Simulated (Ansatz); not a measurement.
# LiLaSO (P4/nmm): the equilibrium volume

At what volume is LiLaSO (P4/nmm) free of pressure?

Computed with Ansatz 0.2.0 (DFT PBEsol, scalar-relativistic, plane waves, PAW, unless a step's input says otherwise).

2 further runs of the same task are left out: 2 set aside as unsound or not needed.

## (1) The system as given

The structure is tetragonal, space group P4/nmm (No. 129). Conventional cell: a = 4.035 Å, b = 4.035 Å, c = 8.801 Å, α = 90.00°, β = 90.00°, γ = 90.00°. La (site symmetry 4mm) has 4 O at 2.37 Å as nearest neighbours. Around Li (site symmetry -4m2) lie 4 S at 2.47 Å. Around O (site symmetry -4m2) lie 4 La at 2.37 Å. Around S (site symmetry 4mm) lie 4 Li at 2.47 Å.

Structure file:

```cif
data_structure
_symmetry_space_group_name_H-M 'P 1'
_symmetry_Int_Tables_number 1
_cell_length_a 4.0348
_cell_length_b 4.0348
_cell_length_c 8.8012
_cell_angle_alpha 90.000
_cell_angle_beta 90.000
_cell_angle_gamma 90.000
_cell_volume 143.28
loop_
_atom_site_label
_atom_site_type_symbol
_atom_site_fract_x
_atom_site_fract_y
_atom_site_fract_z
_atom_site_occupancy
La1 La 0.00000 0.50000 0.85822 1
La2 La 0.50000 0.00000 0.14178 1
Li1 Li 0.50000 0.50000 0.50000 1
Li2 Li 0.00000 0.00000 0.50000 1
O1 O 0.00000 0.00000 0.00000 1
O2 O 0.50000 0.50000 0.00000 1
S1 S 0.50000 0.00000 0.66124 1
S2 S 0.00000 0.50000 0.33876 1
```

## (2) At the starting volume (PBEsol, 4×4×2 mesh)

Contents of input.yaml:

```yaml
crystal:
  lattice:
    - [4.03477274, 0.0, 0.0]
    - [0.0, 4.03477274, 0.0]
    - [0.0, 0.0, 8.80123841]
  atoms:
    - { symbol: La, position: [0.0, 0.5, 0.858217] }
    - { symbol: La, position: [0.5, 0.0, 0.141783] }
    - { symbol: Li, position: [0.5, 0.5, 0.5] }
    - { symbol: Li, position: [0.0, 0.0, 0.5] }
    - { symbol: O, position: [0.0, 0.0, 0.0] }
    - { symbol: O, position: [0.5, 0.5, 0.0] }
    - { symbol: S, position: [0.5, 0.0, 0.661238] }
    - { symbol: S, position: [0.0, 0.5, 0.338762] }
basis:
  ecutwfc: 420
kpoints:
  mp_grid: { grid: [4, 4, 2] }
hamiltonian:
  xc: pbesol
scf:
  occupations: { method: gaussian, width: 0.1 }
output:
  forces: true
  stress: true
  eigenvalues: true
```

Started as:

```bash
> ansatz run input.yaml --threads 8 --pin off --max-ram 14336MiB --backend cpu --events-out ev --progress --plain --runs-dir out
```

Standard output, shortened:

```text
Warning: RAYON_NUM_THREADS=8 ignored (pool sized by the plan → 8); use --threads N
[...]
Pseudopotentials: kind: paw
Pseudopotential: La, paw, valence charge 11, recommended cutoff 420 eV (normal), La.paw.azcp
Pseudopotential: Li, paw, valence charge 3, recommended cutoff 420 eV (normal), Li.paw.azcp
Pseudopotential: O, paw, valence charge 6, recommended cutoff 420 eV (normal), O.paw.azcp
Pseudopotential: S, paw, valence charge 6, recommended cutoff 420 eV (normal), S.paw.azcp
Functional definition: PBEsol
[...]
Crystal: 8 atoms, lattice volume = 143.279 Å³
Basis set: ecut = 420 eV, 2805 PW (Γ), exchange–correlation on 54×54×120 points (8 copies of the dense FFT grid, shifted against one another)
Bands: 34, of which v1, the nominal top of the filled ones, is band 26 counted from 1 (25 counted from 0)
Symmetry: 16 space group operations
Space group: P4/nmm (ITA 129), of the structure as read, at distance tolerance 5.2e-5 Å
k-points: 12 of 32
[...]
SCF iter   1: F=—  HF=-15634.978648 eV  |F-HF|=—  |Δ(HF+E_count)|=         —  Δρ=9.55e-3  dr2=1.25e-1  ethr=1.77e-3  ⟨swp⟩=6.1  Hψ=1807  notcnv=0
[...]
SCF iter   7: F=-15634.950122 eV  HF=-15634.950122 eV  |F-HF|=4.80e-9  |Δ(HF+E_count)|=   2.95e-7  Δρ=2.48e-6  dr2=1.16e-8  ethr=1.92e-10  ⟨swp⟩=10.4  Hψ=1889  notcnv=0
[...]
SCF converged after 7 iterations
Free energy (F): -15634.950122 eV
[...]
E sigma→0 (E₀):  -15634.950122 eV
Fermi energy:    8.436340 eV
[...]
--- Forces (eV/Å), atoms counted from 1 ---
  atom   1  La     0.00000000     0.00000000     0.28044843
  atom   2  La     0.00000000     0.00000000    -0.28044843
  atom   3  Li     0.00000000     0.00000000     0.00000000
  atom   4  Li     0.00000000     0.00000000     0.00000000
  atom   5  O      0.00000000     0.00000000     0.00000000
  atom   6  O      0.00000000     0.00000000     0.00000000
  atom   7  S      0.00000000     0.00000000     0.09538176
  atom   8  S      0.00000000     0.00000000    -0.09538176
[...]
--- Stress (GPa, compression-positive) ---
       -3.708495       0.000000       0.000000
        0.000000      -3.708495       0.000000
        0.000000       0.000000      -3.233853
  P = ⅓ Tr σ = -3.5503 GPa (-35.503 kbar)
--- Band table (eV; the first three rows and the last of 12) ---
[...]
```

It took 0.88 s on 8 threads of Arm Neoverse V1, shared host; peak memory 0.62 GiB.

Result: volume 17.910 Å³/atom, pressure -3.55 GPa, gap on the mesh 3.04 eV.

(Part 1 of 2 ends here.)
